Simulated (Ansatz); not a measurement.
# C₂H₆ClNSi: one species, many methods

Aim: compute C₂H₆ClNSi with functionals from several rungs and with coupled cluster, and see how far each lands from CCSD(T) at the basis-set limit for the atomisation energy.

Program: Ansatz 0.2.0, Gaussian basis. Level of theory: functionals in def2-TZVPP, the program's frozen cores in correlated methods. These are calculated values, not measurements.

Levels to be run: PBE-D4, r2SCAN-D4, PBE0-D4, B3LYP-D4, ωB97X-V, ωB97M-V, B2PLYP; CCSD(T)/def2-TZVPP; MP2/def2-QZVPP; extrapolation to the limit.

### 1 The geometry

The geometry comes from an earlier relaxation with PBE0-D4 in a triple-zeta def2 set; it is a stationary point, not always the lowest conformer.

SMILES `C/C=N\[SiH2]Cl`, 11 atoms, charge 0, spin multiplicity 1.

Atoms are counted from 1 here; the program's logs count them from 0.

Bond lengths: C1–C2 1.492 Å, C1–H6 1.095 Å, C1–H7 1.095 Å, C1–H8 1.088 Å, C2–N3 1.256 Å, C2–H9 1.101 Å, N3–Si4 1.698 Å, Si4–Cl5 2.079 Å, Si4–H10 1.478 Å, Si4–H11 1.478 Å. Angles: C2–C1–H6 109.3°, C2–C1–H7 109.3°, C2–C1–H8 112.4°, H6–C1–H7 106.3°, H6–C1–H8 109.7°, H7–C1–H8 109.7°, C1–C2–N3 128.4°, C1–C2–H9 114.2°, N3–C2–H9 117.5°, C2–N3–Si4 141.0°, N3–Si4–Cl5 118.3°, N3–Si4–H10 107.2°, N3–Si4–H11 107.2°, Cl5–Si4–H10 105.9°, Cl5–Si4–H11 106.0°, H10–Si4–H11 112.4°.

### 2 PBE-D4 (GGA)

Contents of in.yaml:

```yaml
crystal:
  periodic: [false, false, false]
  atoms:
    - {symbol: C, position_ang: [-0.850251, -1.114305, 0.866244]}
    - {symbol: C, position_ang: [0.520760, -0.528548, 0.916664]}
    - {symbol: N, position_ang: [1.028683, 0.333879, 0.157529]}
    - {symbol: Si, position_ang: [0.652624, 1.285948, -1.197614]}
    - {symbol: Cl, position_ang: [-1.244728, 1.108839, -2.029400]}
    - {symbol: H, position_ang: [-1.357613, -0.929577, 1.818667]}
    - {symbol: H, position_ang: [-0.775339, -2.201817, 0.764485]}
    - {symbol: H, position_ang: [-1.444969, -0.709928, 0.049821]}
    - {symbol: H, position_ang: [1.147880, -0.918711, 1.732891]}
    - {symbol: H, position_ang: [0.786834, 2.700024, -0.790061]}
    - {symbol: H, position_ang: [1.601623, 0.917094, -2.268628]}
basis:
  gaussian: {orbitals: def2-TZVPP}
hamiltonian: {xc: pbe, dispersion: d4}
output: {forces: true, orbitals: {seedname: orbitals}}
```

Run with:

```bash
$ ansatz run in.yaml --threads 4 --pin off --events-out ev --progress --plain --max-ram 10444MiB
```

The runs that follow: r2SCAN-D4 (meta-GGA); PBE0-D4 (hybrid); B3LYP-D4 (hybrid); ωB97X-V (range-separated); ωB97M-V (range-separated); B2PLYP (double hybrid); CCSD(T) in def2-TZVPP; MP2 in def2-QZVPP.

Before running them: what should the planned runs give, taken together? Wanted: atomisation energy, CCSD(T)/CBS; farthest; mean size of error, hybrid; mean size of error, range-separated; gap, smallest and largest; T1 diagnostic; triples share of the correlation energy.

As calculated:

```
                               quantity                                 value
        atomisation energy, CCSD(T)/CBS                         4082.6 kJ/mol
 functionals within 20.4 kJ/mol (0.5 %)          r2SCAN-D4, PBE0-D4, B3LYP-D4
                               farthest                 PBE-D4 (+84.8 kJ/mol)
             mean size of error, hybrid                           13.8 kJ/mol
    mean size of error, range-separated                           21.9 kJ/mol
              gap, smallest and largest  3.87 eV (PBE-D4), 11.00 eV (ωB97X-V)
                          T1 diagnostic                                0.0122
triples share of the correlation energy                                 4.1 %
```

In words: PBE-D4 misses by +84.8 kJ/mol. Double hybrids carry the basis error of their MP2 part in triple zeta, and no dispersion term here, so their miss is partly the set-up's. Misses under about 20.4 kJ/mol are within the doubt on the reference itself, which lacks core-valence correlation, relativity and higher excitations. Hartree-Fock recovers 73 % of the binding; the rest is correlation. The gap grows from 3.9 to 11.0 eV across the functionals, mostly with the share of exact exchange.
